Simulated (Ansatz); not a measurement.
# Ge2P: the cost of one run

Program: Ansatz 0.2.0, Gaussian basis. Level of theory: cc-pVTZ, core rule «outside noble gas», up to 33 orbitals frozen. These are calculated values, not measurements.

To be run: UHF; CCSD(T) on ROHF; CCSD(T) on UHF; BCCD(T) on ROHF; CCSDT(Q) on ROHF; CCSDT(Q) on UHF; CASSCF and NEVPT2, 13 electrons in 12 orbitals.

2 further runs of the same task are left out: 2 set aside as unsound or not needed.

**1. What is computed**

The geometry is a PBE0/def2-TZVP stationary point (not a proven minimum) of the parent state, kept for this charge and spin. No spin-orbit coupling is included. The filled d shell of Ge may be among the frozen orbitals whatever the setting's name suggests; the logs give the count.

3 atoms, charge 0, spin multiplicity 4.

Atoms are counted from 1 here; the program's logs count them from 0.

Bond lengths: Ge1–P2 2.173 Å, P2–Ge3 2.173 Å. Angles: Ge1–P2–Ge3 117.9°.

**2. UHF**

Contents of in.yaml:

```yaml
crystal:
  periodic: [false, false, false]
  atoms:
    - {symbol: Ge, position_ang: [0.000000, -0.197066, 1.861801]}
    - {symbol: P, position_ang: [0.000000, 0.924323, 0.000000]}
    - {symbol: Ge, position_ang: [0.000000, -0.197066, -1.861801]}
basis:
  gaussian: {orbitals: cc-pVTZ}
magnetization: {spin_polarized: true, initial_magnetization: 3}
hamiltonian: {xc: hf}
output: {orbitals: {seedname: orbitals}}
```

Command:

```console
ansatz run in.yaml --threads 1 --pin off --events-out ev --progress --plain --max-ram 4096MiB --backend cpu
```

**Question.** How long does this run take on 1 thread of AMD EPYC 7R13, shared host, and how much memory does it need?

About 65 s, with a peak of 0.43 GiB.
